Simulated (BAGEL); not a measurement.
**B3LYP/cc-pVDZ (density fitting with cc-pvqz-jkfit) run of GaCNCl2 (SMILES N#[C][Ga]([Cl])[Cl])**

What is the energy change on altering one bond length of GaCNCl2 at B3LYP/cc-pVDZ (density fitting with cc-pvqz-jkfit)? 

Program for the calculation: BAGEL 1.2.2.

6 further runs of the same task are left out: 6 that didn't finish.

## 1. Starting point

The species is GaCNCl2 (5 atoms), meant as a singlet with charge 0. SMILES: `N#[C][Ga]([Cl])[Cl]`. Geometry: relaxed at PBE0-D4/def2-TZVP.

Bond lengths: N1–C2 1.152 Å, C2–Ga3 1.918 Å, Ga3–Cl4 2.106 Å, Ga3–Cl5 2.106 Å. Angles: N1–C2–Ga3 180.0°, C2–Ga3–Cl4 119.8°, C2–Ga3–Cl5 119.8°, Cl4–Ga3–Cl5 120.5°.

## 2. A single-point energy at B3LYP/cc-pVDZ (density fitting with cc-pvqz-jkfit)

The input, input.json:

```json
{ "bagel": [

{
  "title": "molecule",
  "basis": "cc-pvdz.json",
  "df_basis": "cc-pvqz-jkfit",
  "angstrom": true,
  "geometry": [
    { "atom": "N", "xyz": [       0.909600,      -1.318100,       1.914000 ] },
    { "atom": "C", "xyz": [       0.493500,      -0.715000,       1.025200 ] },
    { "atom": "Ga", "xyz": [      -0.199400,       0.288700,      -0.455700 ] },
    { "atom": "Cl", "xyz": [      -1.735500,      -0.526200,      -1.643200 ] },
    { "atom": "Cl", "xyz": [       0.581700,       2.197000,      -0.881800 ] }
  ]
},

{
  "title": "ks",
  "xc_func": "b3lyp"
},

{
  "title": "print",
  "file": "orbitals.molden",
  "orbitals": true
}

]}
```

The basis set cc-pVDZ is read from a file made from the Basis Set Exchange's data (not shown).

Launch:

```sh
$ BAGEL_NUM_THREADS=1 BAGEL input.json > input.out
```

The log of the run:

```text
* using 1 threads per process

  ===============================================================
  ===============================================================

  *** Geometry ***

  { "atom" : "N", "xyz" : [      1.718895,     -2.490848,      3.616936 ] },
  { "atom" : "C", "xyz" : [      0.932580,     -1.351154,      1.937347 ] },
  { "atom" : "Ga", "xyz" : [     -0.376811,      0.545564,     -0.861148 ] },
  { "atom" : "Cl", "xyz" : [     -3.279620,     -0.994374,     -3.105198 ] },
  { "atom" : "Cl", "xyz" : [      1.099254,      4.151728,     -1.666360 ] },

  Number of auxiliary basis functions:      726

  Since a DF basis is specified, we compute 2- and 3-index integrals:
    o Being stored without compression. Storage requirement is 0.048 GB

  Number of basis functions:       91
  Number of electrons      :       78

    * METHOD: MOLECULE                             0.76

  *** Kohn-Sham DFT ***

    * Removing 8418 points whose weight is below 1.00e-10
    * Grid points: 66112

  === Nuclear Repulsion ===
   473.6927434132

       - DIIS with orbital gradients will be used.

  === KS iteration (b3lyp / cc-pvdz.json) ===
      0      -2900.99737229          0.08921656           0.67
      1      -2690.60077482          0.18267759           0.59
      2      -2806.96680197          0.08012981           0.61
      3      -2755.27553877          0.31963451           0.57
      4      -2828.20099279          0.27014073           0.58
      5      -2828.06586301          0.28396095           0.57
      6      -2829.61757496          0.27772980           0.60
      7      -2682.93506138          0.17562864           0.62
      8      -2804.54014241          0.07704051           0.64
      9      -2856.51057452          0.14192143           0.55
     10      -2870.57345719          0.14626218           0.68
     11      -2897.64524088          0.12981020           0.68
     12      -2895.72257100          0.13699897           0.63
     13      -2725.63991789          0.24176527           0.59
     14      -2811.91592317          0.21898922           0.66
     15      -2907.28838220          0.07200630           0.66
     16      -2891.34591626          0.11325720           0.69
     17      -2922.40436598          0.09784798           0.60
     18      -2920.48953675          0.10785695           0.52
     19      -2902.32448882          0.12796334           0.53
     20      -2875.48137719          0.29895643           0.55
     21      -2900.12948699          0.08070644           0.57
     22      -2901.83500787          0.16291954           0.63
     23      -2899.27858761          0.15998483           0.59
     24      -2886.67472623          0.12107154           0.57
     25      -2909.92247143          0.15194383           0.55
     26      -2914.87566916          0.12048060           0.57
[... 4 lines of this table left out ...]
     31      -2938.05710439          0.01754908           0.77
     32      -2938.02666188          0.01963533           0.71
     33      -2938.25075647          0.00343208           0.57
     34      -2938.26316243          0.00051431           0.54
     35      -2938.26339842          0.00012306           0.57
     36      -2938.26341360          0.00005565           0.54
     37      -2938.26341659          0.00000540           0.57
     38      -2938.26341662          0.00000243           0.57
     39      -2938.26341663          0.00000173           0.66
     40      -2938.26341663          0.00000071           0.62
     41      -2938.26341663          0.00000022           0.61
     42      -2938.26341663          0.00000004           0.62
     43      -2938.26341663          0.00000001           0.53
    * SCF iteration converged.

    * Permanent dipole moment:
           (    0.257205,    -0.373072,     0.549652) a.u.

    * METHOD: KS                                  26.97

    * METHOD: PRINT                                0.02

  ===============================================================
```

It took 28 s on 1 thread of Intel Xeon Platinum 8488C (Sapphire Rapids), shared host; peak memory 0.38 GiB.

## 3. The distorted shape

The input, input.json:

```json
{ "bagel": [

{
  "title": "molecule",
  "basis": "cc-pvdz.json",
  "df_basis": "cc-pvqz-jkfit",
  "angstrom": "true",
  "geometry": [
    { "atom": "N", "xyz": [    1.117458,   -1.619193,    2.358245 ] },
    { "atom": "C", "xyz": [    0.701358,   -1.016093,    1.469445 ] },
    { "atom": "Ga", "xyz": [   -0.199400,    0.288700,   -0.455700 ] },
    { "atom": "Cl", "xyz": [   -1.735500,   -0.526200,   -1.643200 ] },
    { "atom": "Cl", "xyz": [    0.581700,    2.197000,   -0.881800 ] }
  ]
},
{
  "title": "ks",
  "xc_func": "b3lyp"
},
{
  "title": "print",
  "file": "orbitals.molden",
  "orbitals": "true"
}

]}
```

The basis set cc-pVDZ is read from a file made from the Basis Set Exchange's data (not shown).

Launch:

```sh
$ BAGEL_NUM_THREADS=1 BAGEL input.json > input.out
```

The log of the run:

```text
* using 1 threads per process

  ===============================================================
  ===============================================================

  *** Geometry ***

  { "atom" : "N", "xyz" : [      2.111690,     -3.059831,      4.456437 ] },
  { "atom" : "C", "xyz" : [      1.325375,     -1.920137,      2.776849 ] },
  { "atom" : "Ga", "xyz" : [     -0.376811,      0.545564,     -0.861148 ] },
  { "atom" : "Cl", "xyz" : [     -3.279620,     -0.994374,     -3.105198 ] },
  { "atom" : "Cl", "xyz" : [      1.099254,      4.151728,     -1.666360 ] },

  Number of auxiliary basis functions:      726

  Since a DF basis is specified, we compute 2- and 3-index integrals:
    o Being stored without compression. Storage requirement is 0.048 GB

  Number of basis functions:       91
  Number of electrons      :       78

    * METHOD: MOLECULE                             1.27

  *** Kohn-Sham DFT ***

    * Removing 7902 points whose weight is below 1.00e-10
    * Grid points: 66628

  === Nuclear Repulsion ===
   449.0963210622

       - DIIS with orbital gradients will be used.

  === KS iteration (b3lyp / cc-pvdz.json) ===
      0      -2895.28457251          0.07778430           0.57
      1      -2520.54104838          0.15432622           0.57
      2      -2805.56732613          0.07747518           0.51
      3      -2855.42473014          0.10935667           0.50
      4      -2936.46248926          0.04462226           0.52
      5      -2887.06361236          0.13000283           0.54
      6      -2887.03011177          0.13028651           0.49
      7      -2821.80847407          0.20674614           0.54
      8      -2909.65935683          0.07397999           0.65
      9      -2928.07908699          0.06978796           0.69
     10      -2935.95198713          0.05105471           0.70
     11      -2929.42552385          0.06081184           0.62
     12      -2929.90925410          0.05918371           0.65
     13      -2930.81906078          0.05236706           0.67
     14      -2910.97675862          0.06870711           0.74
     15      -2930.45898292          0.05368953           0.91
     16      -2936.67133314          0.04203723           0.89
     17      -2937.67967403          0.02260251           0.78
     18      -2930.22212181          0.05803539           0.58
     19      -2929.92679371          0.06199503           0.53
     20      -2937.95338709          0.01643506           0.53
     21      -2938.19135024          0.00457490           0.63
     22      -2938.21075896          0.00288158           0.63
     23      -2938.21624889          0.00061663           0.61
     24      -2938.21646671          0.00025587           0.59
     25      -2938.21652596          0.00003045           0.57
     26      -2938.21652690          0.00001647           0.52
     27      -2938.21652727          0.00000430           0.52
     28      -2938.21652729          0.00000128           0.52
     29      -2938.21652730          0.00000025           0.55
     30      -2938.21652730          0.00000011           0.53
     31      -2938.21652730          0.00000006           0.53
     32      -2938.21652730          0.00000004           0.61
     33      -2938.21652730          0.00000001           0.59
    * SCF iteration converged.

    * Permanent dipole moment:
           (    0.589248,    -0.854059,     1.259326) a.u.

    * METHOD: KS                                  21.05

    * METHOD: PRINT                                0.02

  ===============================================================
```

Run time: 23 s. Hardware: 1 thread of Intel Xeon Platinum 8488C (Sapphire Rapids), shared host; peak memory 0.38 GiB.

## 4. Results

At B3LYP/cc-pVDZ (density fitting with cc-pvqz-jkfit):

| quantity | value |
| --- | --- |
| first shape: total energy | -2938.26342 Eh |
| first shape: dipole moment | 1.81 D |
| first shape: HOMO energy | -9.40 eV |
| first shape: LUMO energy | -2.70 eV |
| first shape: HOMO–LUMO gap | 6.70 eV |
| distorted shape: total energy | -2938.21653 Eh |
| distorted shape: dipole moment | 4.15 D |
| distorted shape: HOMO energy | -9.08 eV |
| distorted shape: LUMO energy | -3.78 eV |
| distorted shape: HOMO–LUMO gap | 5.30 eV |
| energy change with the C2–Ga3 bond stretched from 1.918 to 2.494 Å | 1.276 eV |

In words: With the C2–Ga3 bond stretched from 1.918 to 2.494 Å the energy rises by 1.28 eV (29 kcal/mol). The first shape isn't relaxed at this level, so the change isn't measured from a minimum.
